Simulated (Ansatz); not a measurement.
# Hf5C3: the cost of one run

Computed with Ansatz 0.2.0 (DFT PBE, scalar-relativistic, plane waves, PAW, unless a step names another level, unless a step's input says otherwise).

5 further runs of the same task are left out: 4 that didn't finish, 1 set aside as unsound or not needed. Runs told in other sessions of the task aren't counted.

## 1. The system as given

Symmetry: R-3m, No. 166, trigonal system. The conventional cell has a = 3.302 Å, b = 3.302 Å, c = 39.536 Å, α = 90.00°, β = 90.00°, γ = 120.00°. Hf (site symmetry 3m) is surrounded by 3 C at 2.27 Å. Hf (site symmetry -3m) has 6 C at 2.35 Å in its first shell of neighbours. Around Hf (site symmetry 3m) lie 3 C at 2.24 Å. C (site symmetry -3m) has 6 Hf at 2.27 Å in its first shell of neighbours. C (site symmetry 3m) is surrounded by 6 Hf at 2.24 to 2.35 Å.

Coordinates:

```
CELL_PARAMETERS angstrom
1.65115 0.95329 13.17878
-1.65115 0.95329 13.17878
0.00000 -1.90658 13.17878
ATOMIC_POSITIONS crystal
Hf 0.80206 0.80206 0.80206
Hf 0.19794 0.19794 0.19794
Hf 0.00000 0.00000 0.00000
Hf 0.39800 0.39800 0.39800
Hf 0.60200 0.60200 0.60200
C 0.50000 0.50000 0.50000
C 0.29846 0.29846 0.29846
C 0.70154 0.70154 0.70154
```

It came out lowest among 15 distinct ends of the trial cells. At a tolerance of 0.05 Å it has space group R-3m (No. 166).

## 2. A stricter relaxation, on the response runs' mesh and smearing

Input file input.yaml:

```yaml
crystal:
  lattice:
    - [1.6511470765, 0.9532902091, 13.178782324]
    - [-1.6511470765, 0.9532902091, 13.178782324]
    - [0.0, -1.9065804182, 13.178782324]
  atoms:
    - { symbol: Hf, position: [0.8020628123, 0.8020628123, 0.8020628123] }
    - { symbol: Hf, position: [0.1979371877, 0.1979371877, 0.1979371877] }
    - { symbol: Hf, position: [0.0, 0.0, 0.0] }
    - { symbol: Hf, position: [0.3979955468, 0.3979955468, 0.3979955468] }
    - { symbol: Hf, position: [0.6020044532, 0.6020044532, 0.6020044532] }
    - { symbol: C, position: [0.5, 0.5, 0.5] }
    - { symbol: C, position: [0.2984600109, 0.2984600109, 0.2984600109] }
    - { symbol: C, position: [0.7015399891, 0.7015399891, 0.7015399891] }
basis:
  ecutwfc: 420
kpoints:
  mp_grid: { grid: [12, 12, 12] }
hamiltonian:
  xc: pbe
scf:
  occupations: { method: gaussian, width: 0.1 }
output:
  forces: true
  stress: true
  eigenvalues: true
relax:
  adjacent_minimum: "off"
  f_tol: 0.001
  max_steps: 60
  cell: { stress_tol: 0.01 }
```

The run is started by

```sh
ansatz run input.yaml --threads 3 --pin off --max-ram 7680MiB --backend cpu --events-out ev --progress --plain --runs-dir out
```

What time and memory should one allow on 3 threads of Intel Xeon 6975P-C (Granite Rapids), shared host?

About 82 s, with a peak of 1.6 GiB.
